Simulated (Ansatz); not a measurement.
# HfPb3 (AuCu3 type): equation of state and elastic constants

One table from this session's results is given with a row withheld; the runs are named, their logs left out.

Program: Ansatz 0.2.0. Level of theory: DFT PBEsol, scalar-relativistic, plane waves, PAW. These are calculated values, not measurements.

### The starting structure

The structure is cubic, space group Pm-3m (No. 221). The conventional cell has a = 4.704 Å, b = 4.704 Å, c = 4.704 Å, α = 90.00°, β = 90.00°, γ = 90.00°. Hf (site symmetry m-3m) has 12 Pb at 3.33 Å as nearest neighbours. Around Pb (site symmetry 4/mmm) lie 4 Hf at 3.33 Å and 8 Pb at 3.33 Å.

Coordinates:

```
CELL_PARAMETERS angstrom
4.70426 0.00000 0.00000
0.00000 4.70426 0.00000
0.00000 0.00000 4.70426
ATOMIC_POSITIONS crystal
Hf 0.00000 0.00000 0.00000
Pb 0.00000 0.50000 0.50000
Pb 0.50000 0.50000 0.00000
Pb 0.50000 0.00000 0.50000
```

This cell comes from an earlier session at PBEsol: 26.026 Å³/atom at 0.00 GPa, on a 8×8×8 mesh.

Volume factors to run: 0.980, 1.020, 0.960, 1.040.

Set-up of the first run:

Input file input.yaml:

```yaml
crystal:
  lattice:
    - [4.6726907619, 0.0, 0.0]
    - [0.0, 4.6726907619, 0.0]
    - [0.0, 0.0, 4.6726907619]
  atoms:
    - { symbol: Hf, position: [0.0, 0.0, 0.0] }
    - { symbol: Pb, position: [0.0, 0.5, 0.5] }
    - { symbol: Pb, position: [0.5, 0.5, 0.0] }
    - { symbol: Pb, position: [0.5, 0.0, 0.5] }
basis:
  ecutwfc: 420
  ecutrho_ratio: 4
kpoints:
  mp_grid: { grid: [8, 8, 8] }
hamiltonian:
  xc: pbesol
scf:
  occupations: { method: gaussian, width: 0.05 }
output:
  forces: true
  stress: true
  eigenvalues: true
```

Among the steps run: At 0.980 of the relaxed volume; Scaling the volume by 1.020; Scaling the volume by 0.960; Scaling the volume by 1.040.

One of the session's tables, all rows but one given; the rest of the session is left out.

It belongs to the step «The fit». 

```
volume (Å³/atom)  energy (meV/atom)  pressure (GPa)
          24.985               9.25            3.05
          25.506                  ?               ?
          26.026               0.00            0.00
          26.547               2.27           -1.25
          27.068               8.33           -2.35
```

Q: Estimate the row for volume (Å³/atom) = 25.506 from the others.

Worked estimate for «energy (meV/atom)». A straight line through the neighbours (24.985, 9.25) and (26.026, 0.00) gives 9.25 + (0.00 − 9.25) × (25.506 − 24.985) / (26.026 − 24.985) = 4.62; a parabola fitted to 3 rows on both sides gives 2.32.

The run gave: energy (meV/atom): 2.12; pressure (GPa): 1.43. In «energy (meV/atom)» the line misses by +2.50 and the parabola by +0.20.
